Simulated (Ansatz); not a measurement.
# CH₆N₂OSi: one species, many methods

How much do the methods differ for CH₆N₂OSi? The plan is to run it at one geometry with functionals of several rungs and with coupled cluster, and see how far each lands from CCSD(T) at the basis-set limit for the atomisation energy.

Computed with Ansatz 0.2.0, Gaussian basis. Level: functionals in def2-TZVPP, the program's frozen cores in correlated methods.

Levels to be run: PBE-D4, r2SCAN-D4, PBE0-D4, B3LYP-D4, ωB97X-V, ωB97M-V, B2PLYP; CCSD(T)/def2-TZVPP; MP2/def2-QZVPP; extrapolation to the limit.

## Step 1: The geometry

An earlier PBE0-D4 in a triple-zeta def2 set relaxation fixed the geometry.

SMILES `NC(=O)N[SiH3]`, 11 atoms, charge 0, spin multiplicity 1.

Atoms are counted from 1 here; the program's logs count them from 0.

Bond lengths: N1–C2 1.368 Å, N1–H6 1.005 Å, N1–H7 1.004 Å, C2–O3 1.219 Å, C2–N4 1.369 Å, N4–Si5 1.750 Å, N4–H8 1.006 Å, Si5–H9 1.480 Å, Si5–H10 1.480 Å, Si5–H11 1.488 Å. Angles: C2–N1–H6 114.7°, C2–N1–H7 120.1°, H6–N1–H7 116.4°, N1–C2–O3 122.9°, N1–C2–N4 117.1°, O3–C2–N4 120.0°, C2–N4–Si5 116.3°, C2–N4–H8 119.7°, Si5–N4–H8 123.5°, N4–Si5–H9 111.5°, N4–Si5–H10 112.2°, N4–Si5–H11 103.4°, H9–Si5–H10 110.8°, H9–Si5–H11 109.4°, H10–Si5–H11 109.3°.

## Step 2: PBE-D4 (GGA)

The input, in.yaml:

```yaml
crystal:
  periodic: [false, false, false]
  atoms:
    - {symbol: N, position_ang: [-1.223052, 1.539204, -0.795892]}
    - {symbol: C, position_ang: [-0.326753, 0.856616, -0.020275]}
    - {symbol: O, position_ang: [0.279272, 1.374354, 0.901726]}
    - {symbol: N, position_ang: [-0.097480, -0.454848, -0.340419]}
    - {symbol: Si, position_ang: [1.103358, -1.290101, 0.620944]}
    - {symbol: H, position_ang: [-1.490309, 2.438919, -0.435954]}
    - {symbol: H, position_ang: [-1.923016, 1.040064, -1.315199]}
    - {symbol: H, position_ang: [-0.527110, -0.851245, -1.159274]}
    - {symbol: H, position_ang: [0.692478, -1.382210, 2.039552]}
    - {symbol: H, position_ang: [2.444180, -0.674371, 0.500356]}
    - {symbol: H, position_ang: [1.133731, -2.653283, 0.025032]}
basis:
  gaussian: {orbitals: def2-TZVPP}
hamiltonian: {xc: pbe, dispersion: d4}
output: {forces: true, orbitals: {seedname: orbitals}}
```

Launch:

```bash
$ ansatz run in.yaml --threads 4 --pin off --events-out ev --progress --plain --max-ram 10444MiB
```

The runs that follow: r2SCAN-D4 (meta-GGA); PBE0-D4 (hybrid); B3LYP-D4 (hybrid); ωB97X-V (range-separated); ωB97M-V (range-separated); B2PLYP (double hybrid); CCSD(T) in def2-TZVPP; MP2 in def2-QZVPP.

Q: Predict the results of all the runs planned. Wanted: atomisation energy, CCSD(T)/CBS; farthest; mean size of error, hybrid; mean size of error, range-separated; gap, smallest and largest; T1 diagnostic; triples share of the correlation energy.

As calculated:

| quantity | value |
| --- | --- |
| atomisation energy, CCSD(T)/CBS | 975.4 kcal/mol |
| functionals within 4.9 kcal/mol (0.5 %) | r2SCAN-D4, PBE0-D4 |
| farthest | PBE-D4 (+27.6 kcal/mol) |
| mean size of error, hybrid | 3.6 kcal/mol |
| mean size of error, range-separated | 7.9 kcal/mol |
| gap, smallest and largest | 5.59 eV (PBE-D4), 12.41 eV (ωB97X-V) |
| T1 diagnostic | 0.0140 |
| triples share of the correlation energy | 3.9 % |

PBE-D4 is off by +27.6 kcal/mol. Double hybrids carry the basis error of their MP2 part in triple zeta, and no dispersion term here, so their miss is partly the set-up's. Misses under about 4.9 kcal/mol are within the doubt on the reference itself, which lacks core-valence correlation, relativity and higher excitations. Hartree-Fock recovers 68 % of the binding; the rest is correlation. The gap grows from 5.6 to 12.4 eV across the functionals, mostly with the share of exact exchange.
